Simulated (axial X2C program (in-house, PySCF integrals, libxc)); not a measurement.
**BaBr⁺: bond curves with and without spin–orbit coupling**

Aim: find the lowest determinant of BaBr⁺, scan the bond at several levels and fit the constants, once spin-free and once with spin–orbit coupling.

Program: an in-house X2C program for linear molecules on PySCF integrals. Level of theory: all-electron X2C, Ba dyall-v2z, Br dyall-v2z. These are calculated values, not measurements.

### Step 1. Input

The input, task.json:

```json
{"zs": [56, 35], "q": 1, "bas": ["dyall-v2z", "dyall-v2z"], "levels": ["PBE0", "HF", "B97-3", "PW91"], "cc": false, "r0": 3.1, "npts": 10, "nst": 2, "ntry": 6, "opt": {"gaunt": 0}}
```

Keys: zs atomic numbers; q charge; bas basis sets; levels methods (HF also brings MP2); cc coupled cluster on or off; r0 starting distance in Å; npts points asked for on the curve; nst determinants followed; ntry starts of the search; gaunt Gaunt term on or off.

Launch:

```bash
$ python so2c.py task.json out
```

Spin-free means the one-electron spin-free X2C Hamiltonian; two-component (2c) means X2C with spin–orbit coupling and atomic mean-field two-electron Coulomb terms, the Gaunt term switched off. Basis: Ba dyall-v2z contracted to [12s13p8d], Br dyall-v2z contracted to [7s8p5d]; Gaussian nuclei, density fitting. Masses: Ba 137.905 u, Br 78.918 u.

Notation: σ, π±, δ± give the projection m of an orbital's angular momentum (0, ±1, ±2), α and β its spin, Λ and M_S the sums; ω is the projection of a spinor's total angular momentum and Ω the sum. Logs are in hartree.

After this run come: PBE0, spin-free; HF, spin-free; B97-3, spin-free; PW91, spin-free; PBE0, 2c; HF, 2c; B97-3, 2c; PW91, 2c.

Before running it: what results should come out? Wanted: for each run, Hamiltonian; Re; ωe; De; μ.

**Answer**, as computed:

Lowest determinant that the search found at its distance, spin-free: M_S = 0, Λ = 0 (closed shell).

Lowest determinant that the search found at its distance, 2c: Ω = 0 (closed shell).

| Hamiltonian | level | Re (Å) | ωe (cm⁻¹) | De (eV) | μ (D) |
| --- | --- | --- | --- | --- | --- |
| spin-free | PBE0 | 2.772 | 231.2 | 4.24 | -10.47 |
| spin-free | HF | 2.850 | 219.2 | 3.03 | -12.53 |
| spin-free | MP2 | 2.819 | 224.2 | 3.59 | n/a |
| spin-free | B97-3 | 2.785 | 227.2 | 4.26 | -10.67 |
| spin-free | PW91 | 2.774 | 228.2 | 4.37 | -9.78 |
| 2c | PBE0 | 2.772 | 231.1 | 4.10 | -10.46 |
| 2c | HF | 2.850 | 219.2 | 2.86 | -12.51 |
| 2c | MP2 | 2.819 | 224.2 | 3.45 | n/a |
| 2c | B97-3 | 2.785 | 227.1 | 4.11 | -10.65 |
| 2c | PW91 | 2.774 | 228.0 | 4.23 | -9.77 |

Dipoles are positive if Br is the positive end and refer to the centre of mass.

**Reading.** At MP2, going from spin-free to two-component changes Re by 0 mÅ, ωe by 0.0 %, which is small (part of it comes from the scalar share of the two-electron terms). It costs about 1.6 times the time. De moves by -0.15 eV; both De rest on single-determinant atoms, which can miss part of an open shell's spin–orbit lowering.

De refers to Ba+ + Br, each in the lowest determinant found, which need not be this curve's own limit. Each curve is one determinant whose occupation by symmetry is held fixed; it was picked as the lowest of a PBE0 search that is not exhaustive. The closed shell is kept restricted; where the fragments are open shells, the energy then runs too high at long range. Dissociation energies refer to the lowest single-determinant-based atoms at the same level and basis.
